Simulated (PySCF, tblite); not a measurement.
# C₂H₈O₃SSi₃: geometry, infrared bands and NMR shifts

Wanted: the infrared bands and NMR shifts of C₂H₈O₃SSi₃ (`CC(=S)[SiH]1O[SiH2]O[SiH2]O1`), by calculation.

Computed with tblite 0.8.0 and PySCF 2.14.0, with density-fitted response routines of our own, on a single molecule in the gas phase. Atoms are numbered from 0 throughout.

## Step 1: Starting geometry

17 atoms, charge 0, multiplicity 1; geometry from: force field or distance geometry start.

Bonds of the start (Å): C0–C1 1.51, C1–S2 1.68, C1–Si3 1.88, Si3–O4 1.69, O4–Si5 1.67, Si5–O6 1.67, O6–Si7 1.66, Si7–O8 1.67, O8–Si3 1.66, C0–H9 1.09, C0–H10 1.09, C0–H11 1.09, Si3–H12 1.47, Si5–H13 1.48, Si5–H14 1.47, Si7–H15 1.48, Si7–H16 1.48.

## Step 2: Optimising the geometry with GFN2-xTB

What the job is given:

```
{"job": {"kind": "relax", "xc": "GFN2-xTB", "basis": "xTB"}, "charge": 0, "multiplicity": 1}
C      3.174700    -0.489900     0.091200
C      1.835300     0.050800     0.546000
S      1.692500     1.010100     1.914600
Si     0.284400    -0.427700    -0.408600
O     -0.816500    -1.307600     0.517000
Si    -2.274800    -0.866500     1.190100
O     -2.759600     0.541800     0.444900
Si    -1.958100     1.611000    -0.543700
O     -0.541200     0.870700    -1.024700
H      3.221400    -1.559000     0.317400
H      4.000100     0.014200     0.584500
H      3.270100    -0.348600    -0.986300
H      0.677300    -1.289700    -1.534800
H     -2.084100    -0.630700     2.639400
H     -3.273300    -1.924700     0.966100
H     -1.660200     2.852000     0.203500
H     -2.795100     1.906000    -1.733200
```

On the command line:

```sh
OMP_NUM_THREADS=1 python probes_run.py task.json out
```

The driver reads the jobs from task.json and runs them one after another.

**Question.** This job is followed by: GFN2-xTB harmonic vibrations, gas phase; GIAO PBE0/pcSseg-1 NMR shielding, non-relativistic, gas phase. What will the session give for the following? strongest single infrared mode (GFN2-xTB); zero-point energy (GFN2-xTB); 13C shifts against TMS (PBE0/pcSseg-1); 1H shifts against TMS (PBE0/pcSseg-1, means over atoms taken as alike); 33S shifts against CS2 (PBE0/pcSseg-1); 29Si shifts against TMS (PBE0/pcSseg-1, means over atoms taken as alike); 17O shifts against H2O (PBE0/pcSseg-1, means over atoms taken as alike).

**Answer**, as computed:

| quantity | value |
| --- | --- |
| strongest single infrared mode (GFN2-xTB) | 2348 cm⁻¹, 859 km/mol |
| zero-point energy (GFN2-xTB) | 63.1 kcal/mol |
| 13C shifts against TMS (PBE0/pcSseg-1) | 322.5, 53.3 ppm |
| 1H shifts against TMS (PBE0/pcSseg-1, means over atoms taken as alike) | 5.21, 5.19, 5.16, 3.55 ppm |
| 33S shifts against CS2 (PBE0/pcSseg-1) | 1313 ppm |
| 29Si shifts against TMS (PBE0/pcSseg-1, means over atoms taken as alike) | -37.5, -77.9 ppm |
| 17O shifts against H2O (PBE0/pcSseg-1, means over atoms taken as alike) | 92.3, 85.6 ppm |

The optimisation took 81 steps and gained 0.401 eV; among the close pairs (by a distance rule), Si3–O4 changed most, from 1.686 to 1.621 Å. No mode is imaginary among the 45: a minimum at this level. The strongest single mode, at 2348 cm⁻¹, moves mainly H14. GFN2-xTB is a fitted tight-binding method: band positions and strengths are rough. Its intensities can rank the bands wrongly. The most deshielded carbon is C1 (thiocarbonyl carbon), at 322.5 ppm: the small n→π* gap of C=S deshields it strongly. At PBE0/pcSseg-1: The widest tensor belongs to S2: span 3233 ppm, with a paramagnetic part of -1869 ppm.
